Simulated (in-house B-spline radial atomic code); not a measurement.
**Ni⁴⁺: binding energies from hole states**

How tightly is each shell of Ni⁴⁺ bound, and how much do the other electrons relax when one leaves?

Program: in-house B-spline radial atomic code version 1. Level of theory: Dirac-Hartree-Fock, average of configuration, Fermi nucleus, basis-set limit. These are calculated values, not measurements, unless marked.

**1. Starting point**

```
element       : nickel (Z = 28)
charge        : +4
electrons     : 24
configuration : [Ar] 3d6
Hamiltonian   : Dirac-Coulomb
nucleus       : Fermi, rms radius 3.776 fm
```

The outer shells:

[Ar] 3d6
```
[Ar] core
3d [↑↓][↑ ][↑ ][↑ ][↑ ]
```

The boxes draw the filling by Hund's rule, which heavy ions in jj coupling don't follow; these runs average over all states of the configuration.

Settings of the run:

```ini
Z = 28
electrons = 24.0
configuration = [Ar] 3d6
hamiltonian = dirac
method = hf
spin_polarised = False
nucleus = fermi
rms_radius = 3.7757
mass_number = 58
atomic_mass = 57.93534165
speed_of_light = 137.035999084
```

This reference run was done before. Its total energy is -1515.158701 hartree, and its levels are (the highest eight at most):

```csv
orbital,occupation,energy (eV),<r> (bohr)
2s1/2,2,-1117.34,0.2435
2p1/2,2,-978.21,0.2127
2p3/2,4,-960.49,0.2159
3s1/2,2,-198.51,0.7274
3p1/2,2,-153.01,0.7524
3p3/2,4,-150.55,0.7607
3d3/2,2.4,-80.990,0.8316
3d5/2,3.6,-80.691,0.8349
```

**2. The 1s hole**

Settings of the run:

```ini
Z = 28
electrons = 23.0
configuration = 1s1 2s2 2p6 3s2 3p6 3d6
hamiltonian = dirac
method = hf
spin_polarised = False
nucleus = fermi
rms_radius = 3.7757
mass_number = 58
atomic_mass = 57.93534165
speed_of_light = 137.035999084
```

**3. The 2s hole**

The settings differ from step 2 so:

```diff
@@ -2,3 +2,3 @@
 electrons = 23.0
-configuration = 1s1 2s2 2p6 3s2 3p6 3d6
+configuration = 1s2 2s1 2p6 3s2 3p6 3d6
 hamiltonian = dirac
```

**4. The 2p1/2 hole**

In configurations, a minus sign after the shell means j = l − 1/2 and a plus sign j = l + 1/2; the count of electrons follows.

The settings differ from step 3 so:

```diff
@@ -2,3 +2,3 @@
 electrons = 23.0
-configuration = 1s2 2s1 2p6 3s2 3p6 3d6
+configuration = 1s2 2s2 2p-1 2p+4 3s2 3p6 3d6
 hamiltonian = dirac
```

**5. The 2p3/2 hole**

The settings differ from step 4 so:

```diff
@@ -2,3 +2,3 @@
 electrons = 23.0
-configuration = 1s2 2s2 2p-1 2p+4 3s2 3p6 3d6
+configuration = 1s2 2s2 2p-2 2p+3 3s2 3p6 3d6
 hamiltonian = dirac
```

**6. The 3s hole**

The settings differ from step 5 so:

```diff
@@ -2,3 +2,3 @@
 electrons = 23.0
-configuration = 1s2 2s2 2p-2 2p+3 3s2 3p6 3d6
+configuration = 1s2 2s2 2p6 3s1 3p6 3d6
 hamiltonian = dirac
```

**7. The 3p1/2 hole**

The settings differ from step 6 so:

```diff
@@ -2,3 +2,3 @@
 electrons = 23.0
-configuration = 1s2 2s2 2p6 3s1 3p6 3d6
+configuration = 1s2 2s2 2p6 3s2 3p-1 3p+4 3d6
 hamiltonian = dirac
```

**8. The 3p3/2 hole**

The settings differ from step 7 so:

```diff
@@ -2,3 +2,3 @@
 electrons = 23.0
-configuration = 1s2 2s2 2p6 3s2 3p-1 3p+4 3d6
+configuration = 1s2 2s2 2p6 3s2 3p-2 3p+3 3d6
 hamiltonian = dirac
```

**9. The 3d hole**

The settings differ from step 8 so:

```diff
@@ -2,3 +2,3 @@
 electrons = 23.0
-configuration = 1s2 2s2 2p6 3s2 3p-2 3p+3 3d6
+configuration = 1s2 2s2 2p6 3s2 3p6 3d5
 hamiltonian = dirac
```

**Question.** What does each hole state cost in eV, and how does that compare with the orbital energies or single holes?

**Answer**, as computed:

| hole | ΔSCF (eV) | with Breit, QED, recoil (eV) | −ε of the parent (eV) | −ε less ΔSCF (eV) |
| --- | --- | --- | --- | --- |
| 1s | 8430.99 | 8416.45 | 8471.68 | 40.70 |
| 2s | 1100.08 | 1098.92 | 1117.34 | 17.26 |
| 2p1/2 | 959.18 | 958.08 | 978.21 | 19.03 |
| 2p3/2 | 941.72 | 940.98 | 960.49 | 18.77 |
| 3s | 195.21 | 195.06 | 198.51 | 3.30 |
| 3p1/2 | 149.85 | 149.73 | 153.01 | 3.16 |
| 3p3/2 | 147.48 | 147.42 | 150.55 | 3.07 |
| 3d | 78.085 | 78.097 | - | - |

Every ΔSCF value lies below −ε, since the other electrons relax into the hole: by 40.7 eV for 1s and 3.07 eV for 3p3/2. The difference of the 1s and 2p3/2 holes gives a Kα1 line at 7475.5 eV for this charge state (with Breit, QED and recoil). The spin-orbit splitting of the 2p hole is 17.09 eV with those corrections. A dash stands where an open shell is averaged over j, so that no single parent level belongs to the hole. Values are for the free ion, measured from the vacuum level.
